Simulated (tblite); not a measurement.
# C6H12BFSi2: the cost of one run

The runs use tblite 0.8.0 and PySCF 2.14.0, with density-fitted response routines of our own; the level of theory stands in each step. All values are computed, except where a source is named. Atoms count from 0, in the outputs and in this text.

## (1) The molecule as given

22 atoms, charge 0, multiplicity 1; geometry from: force field or distance geometry start.

Bonds of the start (Å): C0–C1 1.21, C1–C2 1.47, C2–C3 1.50, C3–Si4 1.84, Si4–F5 1.67, Si4–B6 1.95, B6–C7 1.60, C7–Si8 1.88, Si8–C9 1.85, C9–Si4 1.89, C0–H10 1.07, C2–H11 1.11, C2–H12 1.11, C3–H13 1.12, C3–H14 1.13, B6–H15 1.18, C7–H16 1.09, C7–H17 1.10, Si8–H18 1.46, Si8–H19 1.46, C9–H20 1.09, C9–H21 1.08.

## (2) Relaxing the molecule with GFN2-xTB

The job: settings as JSON, then the geometry in Å.

```
{"job": {"kind": "relax", "xc": "GFN2-xTB", "basis": "xTB"}, "charge": 0, "multiplicity": 1}
C      2.972700     1.597700    -0.414500
C      2.798000     0.486200     0.033600
C      2.637700    -0.869000     0.590800
C      1.294300    -1.354300     0.134900
Si    -0.153400    -0.362600     0.691300
F     -0.279800    -0.218100     2.353800
B     -0.329000     1.346800    -0.231000
C     -1.872700     1.728800    -0.025800
Si    -2.673700     0.156100    -0.671900
C     -1.686100    -1.238800     0.023600
H      3.121000     2.584300    -0.812300
H      2.751900    -0.883800     1.694800
H      3.393500    -1.574100     0.200000
H      1.227500    -1.563100    -0.959800
H      1.156400    -2.374300     0.605400
H      0.188800     1.645200    -1.250400
H     -2.115800     1.909100     1.021000
H     -2.157200     2.569100    -0.668600
H     -4.068400     0.050900    -0.244700
H     -2.627800     0.068600    -2.124900
H     -1.367400    -1.930100    -0.759800
H     -2.220800    -1.755300     0.813500
```

Command:

```sh
> OMP_NUM_THREADS=1 python probes_run.py task.json out
```

The driver reads the jobs from task.json and runs them one after another.

**Question.** How long does this first job take on 1 thread of Intel Xeon at 2.50GHz, shared host?

About 3.5 s.
